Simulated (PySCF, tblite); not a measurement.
# C7H13NSi: geometry, infrared bands and NMR shifts

Aim: predict the infrared bands and NMR shifts of C7H13NSi (`C#C[C@@H]1C[Si@@H](N)C[C@@H]1C`).

Programs: tblite 0.8.0 and PySCF 2.14.0, with density-fitted response routines of our own. Each step states its level of theory. These are calculated values for one molecule in the gas phase, unless marked as measured. Atoms count from 0, in the outputs and in this text.

## 1. Starting geometry

22 atoms, charge 0, multiplicity 1; geometry from: force field or distance geometry start.

Bonds of the start (Å): C0–C1 1.23, C1–C2 1.45, C2–C3 1.48, C3–Si4 1.84, Si4–N5 1.79, Si4–C6 1.88, C6–C7 1.50, C7–C8 1.51, C7–C2 1.45, C0–H9 1.05, C2–H10 1.12, C3–H11 1.14, C3–H12 1.10, Si4–H13 1.47, N5–H14 1.05, N5–H15 1.06, C6–H16 1.09, C6–H17 1.13, C7–H18 1.13, C8–H19 1.13, C8–H20 1.12, C8–H21 1.08.

## 2. Geometry optimisation with GFN2-xTB

What the job is given:

```
{"job": {"kind": "relax", "xc": "GFN2-xTB", "basis": "xTB"}, "charge": 0, "multiplicity": 1}
C      3.102300    -1.427000    -0.039300
C      2.009600    -0.958400     0.262300
C      0.718400    -0.426500     0.669300
C     -0.320800    -1.393200     0.241800
Si    -1.722000    -0.398700    -0.404700
N     -3.221800    -0.611400     0.556000
C     -0.910200     1.267400    -0.098200
C      0.525600     0.919100     0.156500
C      1.331000     1.314500    -1.063500
H      4.037000    -1.827400    -0.302800
H      0.721400    -0.405000     1.785300
H     -0.635100    -1.982900     1.169800
H      0.107900    -2.118400    -0.470100
H     -1.925800    -0.639600    -1.842400
H     -3.552900     0.296200     0.971100
H     -3.070400    -1.323500     1.323300
H     -1.086300     1.883500    -0.980500
H     -1.409500     1.717900     0.804800
H      0.854500     1.635600     0.965100
H      0.666100     2.042700    -1.612800
H      2.195600     1.950700    -0.752400
H      1.575200     0.503900    -1.740200
```

The run is started by

```console
> OMP_NUM_THREADS=1 python probes_run.py task.json out
```

One launch serves the whole session: the jobs run in the order shown.

**Question.** This job is followed by: GFN2-xTB harmonic vibrations, gas phase; GIAO PBE0/pcSseg-1 NMR shielding, non-relativistic, gas phase. What will the session give for the following? strongest single infrared mode (GFN2-xTB); zero-point energy (GFN2-xTB); ¹³C shifts against TMS (PBE0/pcSseg-1); ¹H shifts against TMS (PBE0/pcSseg-1, means over atoms taken as alike); ²⁹Si shifts against TMS (PBE0/pcSseg-1); ¹⁵N shifts against NH3 (PBE0/pcSseg-1); surface potential, 1st and 99th percentile.

The runs gave:

```
                                                              quantity                                                           value
                             strongest single infrared mode (GFN2-xTB)                                           2160 cm⁻¹, 400 km/mol
                                          zero-point energy (GFN2-xTB)                                                  113.8 kcal/mol
                                ¹³C shifts against TMS (PBE0/pcSseg-1)                    93.8, 76.8, 42.4, 36.0, 24.2, 20.8, 19.8 ppm
¹H shifts against TMS (PBE0/pcSseg-1, means over atoms taken as alike)  5.47, 2.83, 2.38, 1.62, 1.14, 0.94, 0.94, 0.89, 0.83, 0.17 ppm
                               ²⁹Si shifts against TMS (PBE0/pcSseg-1)                                                         2.7 ppm
                                ¹⁵N shifts against NH3 (PBE0/pcSseg-1)                                                        14.5 ppm
                                 surface potential, 1st and 99th percentile                                              -1.16 V and 1.51 V
```

Relaxing lowered the energy by 1.299 eV in 112 steps; the close pair that moved most is C2–C7, from 1.453 to 1.543 Å. No mode is imaginary among the 60: a minimum at this level. The strongest single mode, at 2160 cm⁻¹, moves mainly H13. GFN2-xTB is a fitted tight-binding method: band positions and strengths are rough. Its intensities can rank the bands wrongly. At PBE0/pcSseg-1: The widest tensor belongs to C1: span 312 ppm, with a paramagnetic part of -164 ppm.
